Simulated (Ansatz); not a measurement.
This script for Ansatz 0.2.0 through its Python package starts 8 runs on C2H5Si2, SMILES [C]#C[SiH2][SiH3]. What input does the engine get in each?

Script `c2h5si2_scan.py`:
```python
"""Potential curve of C2H5Si2 along one bond."""

import ansatz as az
import numpy as np

geometry_ang = [
    ("C", (2.8537, -1.1926, -0.3887)),
    ("C", (1.9439, -0.42, -0.2217)),
    ("Si", (0.5724, 0.7427, 0.0299)),
    ("Si", (-1.3524, -0.3878, 0.0795)),
    ("H", (0.7575, 1.4515, 1.3047)),
    ("H", (0.5427, 1.7128, -1.0746)),
    ("H", (-1.5334, -1.0981, -1.1951)),
    ("H", (-2.4658, 0.5507, 0.2832)),
    ("H", (-1.3187, -1.3593, 1.1827)),
]
system = az.Crystal.molecule()
for symbol, xyz in geometry_ang:
    system = system.atom(symbol, xyz)

symbols = [site.symbol for site in system.cartesian_sites]
start = np.array([site.position_ang for site in system.cartesian_sites])
axis = (start[4] - start[2]) / np.linalg.norm(start[4] - start[2])
moving = [4]
lengths, energies = [1.25, 1.35, 1.47, 1.62, 1.84, 2.21, 2.65, 3.23], []
for length in lengths:
    xyz = start.copy()
    xyz[moving] += (length - np.linalg.norm(start[4] - start[2])) * axis
    point = az.Crystal.molecule()
    for symbol, place in zip(symbols, xyz):
        point = point.atom(symbol, place.tolist())
    calc = point.calculation().basis(gaussian="cc-pVDZ").functional("b3lyp").spin("collinear", total=1)
    summary = calc.run().report
    energies.append(summary["free_energy_ev"])
    print(f"r = {length:6.3f} A  E = {energies[-1]:.5f} eV  <S^2> = {abs(summary['mean_field']['state']['spin_squared']):.3f}")

print("energy above the lowest point (eV):", [round(e - min(energies), 3) for e in energies])
```

Run 1:
```yaml
crystal:
  periodic: [false, false, false]
  atoms:
    - { symbol: C, position_ang: [2.8537, -1.1926, -0.3887] }
    - { symbol: C, position_ang: [1.9439, -0.42, -0.2217] }
    - { symbol: Si, position_ang: [0.5724, 0.7427, 0.0299] }
    - { symbol: Si, position_ang: [-1.3524, -0.3878, 0.0795] }
    - { symbol: H, position_ang: [0.729766120325191, 1.3452991684845779, 1.113694328420062] }
    - { symbol: H, position_ang: [0.5427, 1.7128, -1.0746] }
    - { symbol: H, position_ang: [-1.5334, -1.0981, -1.1951] }
    - { symbol: H, position_ang: [-2.4658, 0.5507, 0.2832] }
    - { symbol: H, position_ang: [-1.3187, -1.3593, 1.1827] }
basis:
  gaussian:
    orbitals: cc-pVDZ
hamiltonian:
  xc: b3lyp
magnetization:
  spin_polarized: true
  initial_magnetization: 1.0
```

Run 2, against run 1:
```diff
-    - { symbol: H, position_ang: [0.729766120325191, 1.3452991684845779, 1.113694328420062] }
+    - { symbol: H, position_ang: [0.7423554099512062, 1.3935071019633443, 1.200397874693667] }
```

Run 3, against run 1:
```diff
-    - { symbol: H, position_ang: [0.729766120325191, 1.3452991684845779, 1.113694328420062] }
+    - { symbol: H, position_ang: [0.7574625575024245, 1.4513566221378635, 1.3044421302219928] }
```

Run 4, against run 1:
```diff
-    - { symbol: H, position_ang: [0.729766120325191, 1.3452991684845779, 1.113694328420062] }
+    - { symbol: H, position_ang: [0.7763464919414474, 1.5236685223560131, 1.4344974496324003] }
```

Run 5, against run 1:
```diff
-    - { symbol: H, position_ang: [0.729766120325191, 1.3452991684845779, 1.113694328420062] }
+    - { symbol: H, position_ang: [0.804042929118681, 1.6297259760092988, 1.6252452514343312] }
```

Run 6, against run 1:
```diff
-    - { symbol: H, position_ang: [0.729766120325191, 1.3452991684845779, 1.113694328420062] }
+    - { symbol: H, position_ang: [0.8506233007349375, 1.8080953298807338, 1.9460483726466695] }
```

Run 7, against run 1:
```diff
-    - { symbol: H, position_ang: [0.729766120325191, 1.3452991684845779, 1.113694328420062] }
+    - { symbol: H, position_ang: [0.9060161750894048, 2.020210237187305, 2.3275439762505314] }
```

Run 8, against run 1:
```diff
-    - { symbol: H, position_ang: [0.729766120325191, 1.3452991684845779, 1.113694328420062] }
+    - { symbol: H, position_ang: [0.9790340549202934, 2.2998162513641494, 2.83042454463744] }
```

```console
$ python c2h5si2_scan.py
r =  1.250 A  E = -17905.59582 eV  <S^2> = 0.772
r =  1.350 A  E = -17906.12687 eV  <S^2> = 0.772
r =  1.470 A  E = -17906.35233 eV  <S^2> = 0.772
r =  1.620 A  E = -17906.25010 eV  <S^2> = 0.772
r =  1.840 A  E = -17905.72089 eV  <S^2> = 0.772
r =  2.210 A  E = -17904.56889 eV  <S^2> = 0.774
r =  2.650 A  E = -17903.50045 eV  <S^2> = 0.997
r =  3.230 A  E = -17903.10292 eV  <S^2> = 1.069
energy above the lowest point (eV): [0.757, 0.225, 0.0, 0.102, 0.631, 1.783, 2.852, 3.249]
```

Reading the output:
- Total energies depend on the basis set; only differences at equal settings carry meaning.
- The rest of the molecule is held rigid at a force-field or estimated start geometry, and the basis set is modest; single-reference methods fail as a bond breaks.
- The run takes the species as open-shell (spin multiplicity 2), which needn't be its ground state.
- The expectation value of S² is noticeably off S(S+1) in at least one run, so that state is spin-contaminated.
- b3lyp holds the VWN-RPA fit, as in Gaussian; the form of ORCA and Turbomole is b3lyp5.
- Finished in 2.1 min on 1 thread of Arm Neoverse V1 (shared host), peak memory 0.3 GiB.
